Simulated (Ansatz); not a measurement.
# MnC3: one candidate of a structure search

Aim: relax a trial structure of MnC3 and see where it ends.

Computed with Ansatz 0.2.0 (DFT PBE, scalar-relativistic, plane waves, PAW, unless a step's input says otherwise).

**1. The system as given**

Symmetry: P4/mmm, No. 123, tetragonal system. The conventional cell has a = 3.686 Å, b = 3.686 Å, c = 3.577 Å, α = 90.00°, β = 90.00°, γ = 90.00°. Mn (site symmetry 4/mmm) is surrounded by 12 C at 2.57 to 2.61 Å. C (site symmetry 4/mmm) is surrounded by 8 C at 2.57 Å and 4 Mn at 2.61 Å. C (site symmetry mmm) is surrounded by 4 Mn at 2.57 Å and 8 C at 2.57 to 2.61 Å.

Coordinates:

```cif
data_structure
_symmetry_space_group_name_H-M 'P 1'
_symmetry_Int_Tables_number 1
_cell_length_a 3.6855
_cell_length_b 3.6855
_cell_length_c 3.5774
_cell_angle_alpha 90.000
_cell_angle_beta 90.000
_cell_angle_gamma 90.000
_cell_volume 48.59
loop_
_atom_site_label
_atom_site_type_symbol
_atom_site_fract_x
_atom_site_fract_y
_atom_site_fract_z
_atom_site_occupancy
Mn1 Mn 0.00000 0.00000 0.00000 1
C1 C 0.50000 0.50000 0.00000 1
C2 C 0.50000 0.00000 0.50000 1
C3 C 0.00000 0.50000 0.50000 1
```

A structure generator made this guess: species swapped into a database cell of InPd3 (P4/mmm, No. 123), with Mn on the In sites and C on the Pd sites. Lengths come from tabulated atomic sizes and are only a guess.

**2. Probe: one point on a coarse mesh**

The input, input.yaml:

```yaml
crystal:
  lattice:
    - [3.685519, 0.0, 0.0]
    - [0.0, 3.685519, 0.0]
    - [0.0, 0.0, 3.57740265]
  atoms:
    - { symbol: Mn, position: [0.0, 0.0, 0.0], spin: 4.0 }
    - { symbol: C, position: [0.5, 0.5, 0.0] }
    - { symbol: C, position: [0.5, 0.0, 0.5] }
    - { symbol: C, position: [0.0, 0.5, 0.5] }
basis:
  ecutwfc: 420
kpoints:
  mp_grid: { grid: [6, 6, 6] }
hamiltonian:
  xc: pbe
scf:
  occupations: { method: gaussian, width: 0.1 }
  lower_state_search: "off"
output:
  forces: true
  stress: true
  eigenvalues: true
  populations: true
magnetization:
  spin_polarized: true
```

Started as:

```
ansatz run input.yaml --threads 1 --pin off --max-ram 2560MiB --backend cpu --events-out ev --progress --plain --runs-dir out
```

The session goes on with these runs: a loose first relaxation; relaxation on the finer mesh.

What does the calculation give? Wanted: conventional cell; volume; energy over the elements; gap on the mesh; total moment.

As calculated:

| quantity | value |
| --- | --- |
| symmetry at the end (tolerance 0.05 Å) | space group P4/mmm (No. 123) |
| conventional cell | a = 3.371 Å, b = 3.371 Å, c = 2.592 Å, α = 90.00°, β = 90.00°, γ = 90.00° |
| volume | 7.36 Å³/atom |
| energy over the elements | +2.59 eV/atom |
| gap on the mesh | none (metal) |
| total moment | 0.88 μB/cell |

**Reading.** The space group P4/mmm (No. 123) is kept, and the volume per atom shrinks by 39.4 % from the first guess. With a positive formation energy it can't be a ground state. No finished test with a distortion of lower symmetry is shown, so the end may be a saddle point. Other magnetic orders were not searched.
